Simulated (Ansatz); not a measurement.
# ClH₇N₂OSi₂: one species, many methods

One table from this session's results is given with a row withheld; the runs are named, their logs left out.

The runs use Ansatz 0.2.0, Gaussian basis; functionals in def2-TZVPP, the program's frozen cores in correlated methods.

Plan: PBE-D4, r2SCAN-D4, PBE0-D4, B3LYP-D4, ωB97X-V, ωB97M-V, B2PLYP; CCSD(T)/def2-TZVPP; MP2/def2-QZVPP; extrapolation to the limit.

### The relaxed structure

All runs share one geometry, relaxed beforehand with PBE0-D4 in a triple-zeta def2 set.

SMILES `N[SiH2]O[SiH](N)Cl`, 13 atoms, charge 0, spin multiplicity 1.

Atoms are counted from 1 here; the program's logs count them from 0.

Bond lengths: N1–Si2 1.711 Å, N1–H7 1.005 Å, N1–H8 1.006 Å, Si2–O3 1.645 Å, Si2–H9 1.481 Å, Si2–H10 1.481 Å, O3–Si4 1.621 Å, Si4–N5 1.697 Å, Si4–Cl6 2.078 Å, Si4–H11 1.473 Å, N5–H12 1.008 Å, N5–H13 1.009 Å. Angles: Si2–N1–H7 121.5°, Si2–N1–H8 122.0°, H7–N1–H8 112.2°, N1–Si2–O3 111.8°, N1–Si2–H9 108.0°, N1–Si2–H10 110.4°, O3–Si2–H9 107.1°, O3–Si2–H10 107.2°, H9–Si2–H10 112.3°, Si2–O3–Si4 135.5°, O3–Si4–N5 109.9°, O3–Si4–Cl6 106.5°, O3–Si4–H11 111.2°, N5–Si4–Cl6 113.1°, N5–Si4–H11 109.9°, Cl6–Si4–H11 106.1°, Si4–N5–H12 119.9°, Si4–N5–H13 117.8° and more.

The first run:

in.yaml reads:

```yaml
crystal:
  periodic: [false, false, false]
  atoms:
    - {symbol: N, position_ang: [0.662473, 0.413972, -1.713091]}
    - {symbol: Si, position_ang: [1.434643, -0.661732, -0.629043]}
    - {symbol: O, position_ang: [0.664559, -0.723414, 0.822788]}
    - {symbol: Si, position_ang: [-0.832456, -0.399299, 1.353034]}
    - {symbol: N, position_ang: [-1.163894, 1.255621, 1.175585]}
    - {symbol: Cl, position_ang: [-2.120091, -1.611406, 0.262439]}
    - {symbol: H, position_ang: [1.096394, 1.275113, -1.997963]}
    - {symbol: H, position_ang: [-0.030162, 0.100664, -2.372156]}
    - {symbol: H, position_ang: [2.802180, -0.153201, -0.375383]}
    - {symbol: H, position_ang: [1.439486, -2.036077, -1.182159]}
    - {symbol: H, position_ang: [-0.995015, -0.794135, 2.762283]}
    - {symbol: H, position_ang: [-1.976696, 1.655773, 1.616458]}
    - {symbol: H, position_ang: [-0.981411, 1.678130, 0.277216]}
basis:
  gaussian: {orbitals: def2-TZVPP}
hamiltonian: {xc: pbe, dispersion: d4}
output: {forces: true, orbitals: {seedname: orbitals}}
```

Started as:

```sh
> ansatz run in.yaml --threads 2 --pin off --events-out ev --progress --plain --max-ram 32768MiB --backend cuda --devices 0, --max-vram 18GiB
```

Among the steps run: PBE-D4 (GGA); r2SCAN-D4 (meta-GGA); PBE0-D4 (hybrid); B3LYP-D4 (hybrid); ωB97X-V (range-separated); ωB97M-V (range-separated); B2PLYP (double hybrid); CCSD(T) in def2-TZVPP; MP2 in def2-QZVPP.

One table of the session follows, with a row left open; its other results are not shown here.

| method | atomisation energy (eV) |
| --- | --- |
| PBE-D4 | 48.720 |
| r2SCAN-D4 | 48.278 |
| PBE0-D4 | 47.956 |
| B3LYP-D4 | 48.421 |
| ωB97X-V | 48.769 |
| ωB97M-V | 48.734 |
| B2PLYP | 47.825 |
| HF/def2-TZVPP | 34.451 |
| MP2/def2-TZVPP | ? |
| CCSD/def2-TZVPP | 46.254 |
| CCSD(T)/def2-TZVPP | 46.943 |
| MP2/CBS | 49.441 |
| CCSD(T)/CBS | 48.619 |

Q: Estimate the row for MP2/def2-TZVPP from the others.

As computed: atomisation energy (eV): 47.766. In the column «atomisation energy (eV)» it lies between CCSD(T)/def2-TZVPP (46.943) and B2PLYP (47.825).

Caveats from the session: Free atoms (2 N, 2 Si, 1 O, 1 Cl, 7 H) were run apart at each level; the atomisation energy is their sum less the molecule, without zero-point or spin-orbit terms.
